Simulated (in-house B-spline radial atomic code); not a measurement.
# Ho⁴⁺: excited configurations

Wanted: excitation energies of Ho⁴⁺ as differences of total energies (ΔSCF).

Program: in-house B-spline radial atomic code version 1. Level of theory: scalar-relativistic (spin-free one-electron X2C) exchange-only LDA (Slater), spin-polarised, spherical fractional occupations, Fermi nucleus, basis-set limit. These are calculated values, not measurements, unless marked.

## 1. The atom as given

```
element       : holmium (Z = 67)
charge        : +4
electrons     : 63
configuration : [Xe] 4f9
Hamiltonian   : scalar-relativistic (X2C)
nucleus       : Fermi, rms radius 5.202 fm
```

Outer shells as boxes (Hund's rule):

[Xe] 4f9
```
[Xe] core
4f [↑↓][↑↓][↑ ][↑ ][↑ ][↑ ][↑ ]
```

Where spins are not typed, each open shell is filled with up spins first.

## 2. The base configuration

Settings, as recorded:

```ini
Z = 67
electrons = 63.0
configuration = [Xe] 4f9
hamiltonian = x2c
method = lda,
spin_polarised = True
nucleus = fermi
rms_radius = 5.2022
mass_number = 165
atomic_mass = 164.930329116
speed_of_light = 137.035999084
```

## 3. Configuration [Kr] 4d10 4f9 5s2 5p5 6f1

The settings differ from step 2 so:

```diff
@@ -2,3 +2,3 @@
 electrons = 63.0
-configuration = [Xe] 4f9
+configuration = [Kr] 4d10 4f9 5s2 5p5 6f1
 hamiltonian = x2c
```

## 4. Configuration [Xe] 4f8 5f1

The settings differ from step 3 so:

```diff
@@ -2,3 +2,3 @@
 electrons = 63.0
-configuration = [Kr] 4d10 4f9 5s2 5p5 6f1
+configuration = [Xe] 4f8 5f1
 hamiltonian = x2c
```

## 5. [Kr] 4d10 4f9 5s2 5p5 6p1

The settings differ from step 4 so:

```diff
@@ -2,3 +2,3 @@
 electrons = 63.0
-configuration = [Xe] 4f8 5f1
+configuration = [Kr] 4d10 4f9 5s2 5p5 6p1
 hamiltonian = x2c
```

## 6. [Kr] 4d10 4f9 5s2 5p5 6s1

The settings differ from step 5 so:

```diff
@@ -2,3 +2,3 @@
 electrons = 63.0
-configuration = [Kr] 4d10 4f9 5s2 5p5 6p1
+configuration = [Kr] 4d10 4f9 5s2 5p5 6s1
 hamiltonian = x2c
```

## 7. [Kr] 4d9 4f9 5s2 5p6 6s1

The settings differ from step 6 so:

```diff
@@ -2,3 +2,3 @@
 electrons = 63.0
-configuration = [Kr] 4d10 4f9 5s2 5p5 6s1
+configuration = [Kr] 4d9 4f9 5s2 5p6 6s1
 hamiltonian = x2c
```

## 8. Run with [Xe] 4f8 6s1

The settings differ from step 7 so:

```diff
@@ -2,3 +2,3 @@
 electrons = 63.0
-configuration = [Kr] 4d9 4f9 5s2 5p6 6s1
+configuration = [Xe] 4f8 6s1
 hamiltonian = x2c
```

**Question.** How far above the reference does each configuration lie (order and size, in eV)?

The runs gave:

| net move | configuration | 2|M_S|+1 | energy above the reference (eV) | largest <r> (bohr) |
| --- | --- | --- | --- | --- |
| 4f → 6s | [Xe] 4f8 6s1 | 8 | 22.593 | 2.67 |
| 5p → 6s | [Kr] 4d10 4f9 5s2 5p5 6s1 | 8 | 35.860 | 2.68 |
| 4f → 5f | [Xe] 4f8 5f1 | 8 | 40.128 | 3.30 |
| 5p → 6p | [Kr] 4d10 4f9 5s2 5p5 6p1 | 8 | 43.109 | 3.09 |
| 5p → 6f | [Kr] 4d10 4f9 5s2 5p5 6f1 | 8 | 61.040 | 5.95 |
| 4d → 6s | [Kr] 4d9 4f9 5s2 5p6 6s1 | 8 | 180.85 | 2.66 |

What this shows: The energies run from 22.593 eV (4f → 6s) to 180.85 eV (4d → 6s). 1 of them lies more than 60 % above minus the reference's highest level (51.471 eV), in the range where a state can decay by emitting an electron. The reference has 2|M_S|+1 = 6; 6 of the configurations differ from it in spin. These are spherical averages at the typed spins, not spectroscopic levels.
